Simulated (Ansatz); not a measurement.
# GaN: the cost of one run

Computed with Ansatz 0.2.0 (DFT PBE, scalar-relativistic, plane waves, PAW, and further levels as typed in the inputs, unless a step's input says otherwise).

## 1. Starting point

The structure is monoclinic, space group Cc (No. 9). Conventional cell: a = 3.189 Å, b = 5.524 Å, c = 5.185 Å, α = 90.00°, β = 90.69°, γ = 90.00°. Around Ga (site symmetry 1) lie 4 N at 1.94 to 1.95 Å. N (site symmetry 1) has 4 Ga at 1.94 to 1.95 Å as nearest neighbours.

Cell or atoms stand a little off a more symmetric structure (P6_3mc at a tolerance of 0.3 Å), so results at this geometry aren't those of that ideal crystal.

Structure file:

```
CELL_PARAMETERS angstrom
3.18900 0.00000 0.01913
-1.59450 2.76176 -0.00957
0.03111 0.00000 5.18500
ATOMIC_POSITIONS crystal
Ga 0.33333 0.66667 0.00000
Ga 0.66667 0.33333 0.50000
N 0.33333 0.66667 0.37700
N 0.66667 0.33333 0.87700
```

## 2. Relaxing the atoms: GaN, no spin

input.yaml

```yaml
crystal:
  lattice:
    - [3.189, 0.0, 0.019134]
    - [-1.5945, 2.76175501, -0.009567]
    - [0.03111, 0.0, 5.185]
  atoms:
    - { symbol: Ga, position: [0.3333333333, 0.6666666667, 0.0] }
    - { symbol: Ga, position: [0.6666666667, 0.3333333333, 0.5] }
    - { symbol: "N", position: [0.3333333333, 0.6666666667, 0.377] }
    - { symbol: "N", position: [0.6666666667, 0.3333333333, 0.877] }
scf:
  occupations: { method: gaussian, width: 0.05 }
output:
  forces: true
  stress: true
hamiltonian:
  xc: pbe
kpoints:
  mp_grid: { grid: [8, 8, 5] }
relax:
  f_tol: 0.003
```

Launch:

```console
> ansatz run input.yaml --threads 4 --pin off --max-ram 10240MiB --backend cpu --events-out ev --progress --plain --runs-dir out
```

What time and memory should one allow on 4 threads of Intel Xeon Platinum 8259CL at 2.50GHz (Skylake/Cascade Lake), shared host?

About 5.8 s, with a peak of 0.49 GiB.
